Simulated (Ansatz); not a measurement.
# Ga8N8 wurtzite off sphere (Ga8N8H22): geometry, orbitals and charge

Aim: characterise Ga8N8 wurtzite off sphere (Ga8N8H22) as a singlet: its structure, frontier levels and distribution of charge.

The runs use Ansatz 0.2.0, Gaussian basis; RKS PBE0-D4/def2-TZVP.

The runs, in order: relaxation at r2SCAN-D4/def2-SVP; a single point at PBE0-D4/def2-TZVP.

### 1 Starting geometry

38 atoms, charge 0, spin multiplicity 1.

Atoms are counted from 1 here; the program's logs count them from 0.

Bond lengths: Ga1–N2 2.040 Å, Ga1–N3 1.978 Å, Ga1–H17 1.549 Å, Ga1–H18 1.556 Å, N2–Ga5 2.004 Å, N2–H19 1.026 Å, N2–H20 1.026 Å, N3–Ga4 1.953 Å, N3–Ga11 1.937 Å, N3–H21 1.028 Å, Ga4–N6 1.974 Å, Ga4–N7 1.953 Å, Ga4–H22 1.542 Å, Ga5–N6 1.949 Å, Ga5–N12 1.931 Å, Ga5–H23 1.536 Å, N6–Ga9 1.949 Å, N6–H24 1.030 Å and more. Angles: N2–Ga1–N3 105.7°, N2–Ga1–H17 105.6°, N2–Ga1–H18 104.9°, N3–Ga1–H17 108.6°, N3–Ga1–H18 107.4°, H17–Ga1–H18 123.4°, Ga1–N2–Ga5 114.1°, Ga1–N2–H19 109.0°, Ga1–N2–H20 108.2°, Ga5–N2–H19 110.4°, Ga5–N2–H20 109.8°, H19–N2–H20 104.9°, Ga1–N3–Ga4 107.9°, Ga1–N3–Ga11 106.3°, Ga1–N3–H21 107.6°, Ga4–N3–Ga11 115.0°, Ga4–N3–H21 110.0°, Ga11–N3–H21 109.6° and more.

Coordinates:

| atom | x (Å) | y (Å) | z (Å) |
| --- | --- | --- | --- |
| Ga1 | 0.3927 | -3.4395 | -1.0722 |
| N2 | 0.4003 | -3.3662 | 0.9668 |
| N3 | 0.4038 | -1.5560 | -1.6766 |
| Ga4 | -1.2318 | -0.7091 | -1.0279 |
| Ga5 | 0.4325 | -1.5087 | 1.7173 |
| N6 | -1.1434 | -0.6616 | 0.9440 |
| N7 | -1.1446 | 1.1318 | -1.6728 |
| Ga8 | -2.7791 | 2.0659 | -1.0673 |
| Ga9 | -1.0899 | 1.1253 | 1.7216 |
| N10 | -2.7136 | 2.0283 | 0.9709 |
| Ga11 | 2.0486 | -0.7798 | -1.0112 |
| N12 | 1.9948 | -0.6887 | 0.9330 |
| N13 | 1.9630 | 1.1343 | -1.6490 |
| Ga14 | 0.3505 | 2.1658 | -1.0055 |
| Ga15 | 2.0194 | 1.1633 | 1.6632 |
| N16 | 0.4008 | 2.0688 | 0.9387 |
| H17 | -0.9654 | -4.0742 | -1.4605 |
| H18 | 1.7674 | -4.0593 | -1.4547 |
| H19 | -0.4117 | -3.8824 | 1.3226 |
| H20 | 1.2148 | -3.8914 | 1.3036 |
| H21 | 0.4150 | -1.5595 | -2.7045 |
| H22 | -2.5252 | -1.4521 | -1.4191 |
| H23 | 0.3991 | -1.5629 | 3.2524 |
| H24 | -1.9802 | -1.1446 | 1.2997 |
| H25 | -1.1423 | 1.1458 | -2.7005 |
| H26 | -4.0089 | 1.2111 | -1.4597 |
| H27 | -2.6278 | 3.5665 | -1.4467 |
| H28 | -1.1537 | 1.1213 | 3.2571 |
| H29 | -3.5669 | 1.5820 | 1.3244 |
| H30 | -2.7605 | 2.9954 | 1.3101 |
| H31 | 3.3490 | -1.4271 | -1.5192 |
| H32 | 2.8400 | -1.1474 | 1.2983 |
| H33 | 2.0652 | 1.1970 | -2.6687 |
| H34 | 2.7855 | 1.6080 | -1.2546 |
| H35 | 0.4404 | 3.6173 | -1.5067 |
| H36 | 1.8687 | 1.0714 | 3.2104 |
| H37 | 3.2647 | 1.8827 | 1.0359 |
| H38 | 0.4287 | 3.0287 | 1.3076 |

The start is a GFN2-xTB geometry.

### 2 Optimising with r2SCAN-D4/def2-SVP

in.yaml reads:

```yaml
crystal:
  periodic: [false, false, false]
  atoms:
    - {symbol: Ga, position_ang: [0.392700, -3.439520, -1.072250]}
    - {symbol: N, position_ang: [0.400270, -3.366240, 0.966790]}
    - {symbol: N, position_ang: [0.403790, -1.556010, -1.676650]}
    - {symbol: Ga, position_ang: [-1.231830, -0.709120, -1.027950]}
    - {symbol: Ga, position_ang: [0.432550, -1.508690, 1.717350]}
    - {symbol: N, position_ang: [-1.143420, -0.661570, 0.943980]}
    - {symbol: N, position_ang: [-1.144650, 1.131840, -1.672810]}
    - {symbol: Ga, position_ang: [-2.779100, 2.065880, -1.067300]}
    - {symbol: Ga, position_ang: [-1.089860, 1.125250, 1.721590]}
    - {symbol: N, position_ang: [-2.713590, 2.028270, 0.970890]}
    - {symbol: Ga, position_ang: [2.048570, -0.779790, -1.011240]}
    - {symbol: N, position_ang: [1.994840, -0.688740, 0.932970]}
    - {symbol: N, position_ang: [1.963040, 1.134300, -1.648980]}
    - {symbol: Ga, position_ang: [0.350550, 2.165790, -1.005470]}
    - {symbol: Ga, position_ang: [2.019440, 1.163300, 1.663200]}
    - {symbol: N, position_ang: [0.400780, 2.068790, 0.938660]}
    - {symbol: H, position_ang: [-0.965380, -4.074190, -1.460450]}
    - {symbol: H, position_ang: [1.767400, -4.059310, -1.454660]}
    - {symbol: H, position_ang: [-0.411730, -3.882380, 1.322600]}
    - {symbol: H, position_ang: [1.214820, -3.891400, 1.303640]}
    - {symbol: H, position_ang: [0.414960, -1.559530, -2.704470]}
    - {symbol: H, position_ang: [-2.525180, -1.452080, -1.419120]}
    - {symbol: H, position_ang: [0.399120, -1.562940, 3.252370]}
    - {symbol: H, position_ang: [-1.980160, -1.144580, 1.299670]}
    - {symbol: H, position_ang: [-1.142320, 1.145750, -2.700520]}
    - {symbol: H, position_ang: [-4.008870, 1.211140, -1.459710]}
    - {symbol: H, position_ang: [-2.627780, 3.566550, -1.446710]}
    - {symbol: H, position_ang: [-1.153720, 1.121250, 3.257120]}
    - {symbol: H, position_ang: [-3.566910, 1.581990, 1.324420]}
    - {symbol: H, position_ang: [-2.760520, 2.995410, 1.310090]}
    - {symbol: H, position_ang: [3.348980, -1.427120, -1.519180]}
    - {symbol: H, position_ang: [2.840030, -1.147360, 1.298290]}
    - {symbol: H, position_ang: [2.065210, 1.196960, -2.668690]}
    - {symbol: H, position_ang: [2.785490, 1.608040, -1.254620]}
    - {symbol: H, position_ang: [0.440360, 3.617280, -1.506710]}
    - {symbol: H, position_ang: [1.868680, 1.071350, 3.210390]}
    - {symbol: H, position_ang: [3.264750, 1.882710, 1.035910]}
    - {symbol: H, position_ang: [0.428690, 3.028730, 1.307570]}
basis:
  gaussian: {orbitals: def2-SVP, fitting: {mean_field: def2-universal-jkfit}}
hamiltonian: {xc: r2scan, dispersion: d4}
scf: {lower_state_search: "off"}
output: {orbitals: {seedname: orbitals}}
relax: {f_tol: 0.03, max_steps: 70}
```

The run is started by

```console
$ ansatz run in.yaml --threads 2 --pin off --events-out ev --progress --plain --max-ram 32768MiB --backend cuda --devices 0, --max-vram 18GiB
```

After this run come: Single point, PBE0-D4/def2-TZVP.

Q: Predict the results of all the runs planned. Wanted: point group; commonest bond, hydrogen aside; HOMO, LUMO at PBE0-D4/def2-TZVP; dipole at r2SCAN-D4/def2-SVP.

As calculated:

| quantity | value |
| --- | --- |
| point group | Cs |
| commonest bond, hydrogen aside | Ga–N, 21 of mean length 1.980 Å |
| HOMO, LUMO at PBE0-D4/def2-TZVP | -7.53, -0.33 eV |
| dipole at r2SCAN-D4/def2-SVP | 0.47 D |

In words: The molecule keeps its bonding pattern by the stored test; the atoms moved 0.10 Å (rms). No usable vibrations, so a minimum isn't proven. The HOMO lies nearest to H36, H37 about 29 % each; N12, N16 about 7 % each and the LUMO to 5 H atoms about 7 % each. Whether this spin is the lowest isn't tested here. The point group is read from a loosely relaxed geometry; soft torsions can leave it below the true symmetry.
